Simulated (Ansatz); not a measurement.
# C2H4BF, SMILES BC(=C)F: a single point in a Gaussian basis

Program: the Ansatz DFT code, driven from Python.

Run as a notebook:

**Cell 1**
```python
from pathlib import Path

import ansatz as az

geometry_ang = [
    ('B', [-0.3227, 1.1357, -0.402]),
    ('C', [-0.1563, -0.3717, -0.3325]),
    ('C', [0.4577, -0.9223, 0.6845]),
    ('F', [-0.5549, -1.1456, -1.3346]),
    ('H', [-0.9415, 1.6388, -1.3541]),
    ('H', [0.0313, 1.9084, 0.4384]),
    ('H', [0.6572, -1.9972, 0.7387]),
    ('H', [0.9213, -0.3032, 1.5058]),
]
mol = az.Crystal.molecule()
for symbol, xyz in geometry_ang:
    mol = mol.atom(symbol, xyz)
```

**Cell 2**
```python
job = (
    mol.calculation()
    .basis(gaussian='def2-SVPD')
    .functional('pbe')
    .orbitals()
)
out = job.run(runs_dir='out')
summary = out.report
```

**Cell 3**
```python
summary['reference_energy_ev']
```
Output:
```text
-5520.25094817403
```

**Cell 4**
```python
summary['free_energy_ev']
```
Output:
```text
-5520.25094817403
```

**Cell 5**
```python
print(f'E = {summary["free_energy_ev"]:.6f} eV = {summary["free_energy_ev"] / 27.211386246:.7f} Ha')
print('converged:', summary['converged'], ' doubts:', summary['published_state_doubts'] or 'none')
```
Output:
```text
E = -5520.250948 eV = -202.8654806 Ha
converged: True  doubts: none
```

**Cell 6**
```python
state = summary['mean_field']['state']
print(f'mean field: {state["energy"]["hartree"]:.7f} Ha, <S^2> = {abs(state["spin_squared"]):.4f}, stability: {state.get("stability", {}).get("kind")}')
```
Output:
```text
mean field: -202.8654806 Ha, <S^2> = 0.0000, stability: minimum
```

**Cell 7**
```python
lines = Path(summary['orbitals_path']).read_text().splitlines()
field_of = lambda key: [line.split('=')[1].strip() for line in lines if line.startswith(key)]
orbitals = [(27.211386 * float(e), s, float(n)) for e, s, n in zip(field_of('Ene='), field_of('Spin='), field_of('Occup='))]
homo = max(e for e, _, n in orbitals if n > 0.5)
lumo = min(e for e, _, n in orbitals if n < 0.5)
for e, spin, n in sorted(orbitals):
    if homo - 6 < e < lumo + 5:
        print(f'{spin:6s} {e:10.3f} eV  occupation {n:.0f}')
```
Output:
```text
Alpha     -12.285 eV  occupation 2
Alpha     -11.451 eV  occupation 2
Alpha     -10.803 eV  occupation 2
Alpha      -9.981 eV  occupation 2
Alpha      -8.309 eV  occupation 2
Alpha      -7.854 eV  occupation 2
Alpha      -7.227 eV  occupation 2
Alpha      -3.352 eV  occupation 0
Alpha      -0.052 eV  occupation 0
Alpha       0.164 eV  occupation 0
Alpha       0.966 eV  occupation 0
Alpha       1.202 eV  occupation 0
Alpha       1.569 eV  occupation 0
```

Total energies depend on the basis set; only differences at equal settings carry meaning. The geometry is a force-field or estimated start, not a minimum of this method, and the basis set is short of its limit. Alpha marks a spatial orbital of a restricted run, filled by both spins. Levels such as HOMO and LUMO are orbital energies: with these approximate functionals they aren't the ionisation energy and electron affinity, and their gap isn't the fundamental gap. Hardware and time: 1.9 s on 1 thread of Intel(R) Xeon(R) 6975P-C (Granite Rapids), on a shared host, peak memory 0.19 GiB.

(Lines on the test bed's own set-up are left out of the output.)
